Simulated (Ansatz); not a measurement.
# Cu16B: the cost of one run

All numbers below are computed with Ansatz 0.2.0 (DFT PBE+D3(BJ), plane waves, PAW, scalar-relativistic, no spin polarisation).

## (1) The structure to begin with

The cell holds 17 atoms (BCu16): a = 7.220 Å, b = 5.105 Å, c = 14.829 Å, α = 90.00°, β = 90.00°, γ = 90.00°.

The coordinates stand in the first input below.

## (2) Relaxing the start

input.yaml

```yaml
crystal:
  lattice:
    - [7.22, 0.0, 0.0]
    - [0.0, 5.105311, 0.0]
    - [0.0, 0.0, 14.828983]
  atoms:
    - { symbol: Cu, position: [0.25, 0.25, 0.0674355] }
    - { symbol: Cu, position: [0.75, 0.25, 0.0674355] }
    - { symbol: Cu, position: [0.25, 0.75, 0.0674355] }
    - { symbol: Cu, position: [0.75, 0.75, 0.0674355] }
    - { symbol: Cu, position: [0.0, 0.0, 0.1535053] }
    - { symbol: Cu, position: [0.5, 0.0, 0.1535053] }
    - { symbol: Cu, position: [0.0, 0.5, 0.1535053] }
    - { symbol: Cu, position: [0.5, 0.5, 0.1535053] }
    - { symbol: Cu, position: [0.25, 0.25, 0.2395751] }
    - { symbol: Cu, position: [0.75, 0.25, 0.2395751] }
    - { symbol: Cu, position: [0.25, 0.75, 0.2395751] }
    - { symbol: Cu, position: [0.75, 0.75, 0.2395751] }
    - { symbol: Cu, position: [0.0, 0.0, 0.3256449] }
    - { symbol: Cu, position: [0.5, 0.0, 0.3256449] }
    - { symbol: Cu, position: [0.0, 0.5, 0.3256449] }
    - { symbol: Cu, position: [0.5, 0.5, 0.3256449] }
    - { symbol: B, position: [0.593192, 0.2488608, 0.4382622] }
basis:
  ecutwfc: 420.0
kpoints:
  mp_grid: { grid: [2, 3, 1] }
hamiltonian:
  xc: pbe
  dispersion: d3bj
  pseudopotentials: { kind: paw, azcp: { folder: soft_1 } }
scf:
  occupations: { method: fermi_dirac, width: 0.05 }
  lower_state_search: "off"
relax:
  f_tol: 0.08
  max_steps: 25
  adjacent_minimum: "off"
  constraints: [{ sites: [0, 1, 2, 3] }]
```

Launch:

```bash
$ ansatz run input.yaml --threads 4 --pin off --max-ram 10240MiB --backend cpu --events-out ev --progress --plain --runs-dir out
```

**Question.** How long does this run take on 4 threads of Intel Xeon Platinum 8259CL at 2.50GHz (Skylake/Cascade Lake), shared host, and how much memory does it need?

About 2.8 min, with a peak of 1.7 GiB.
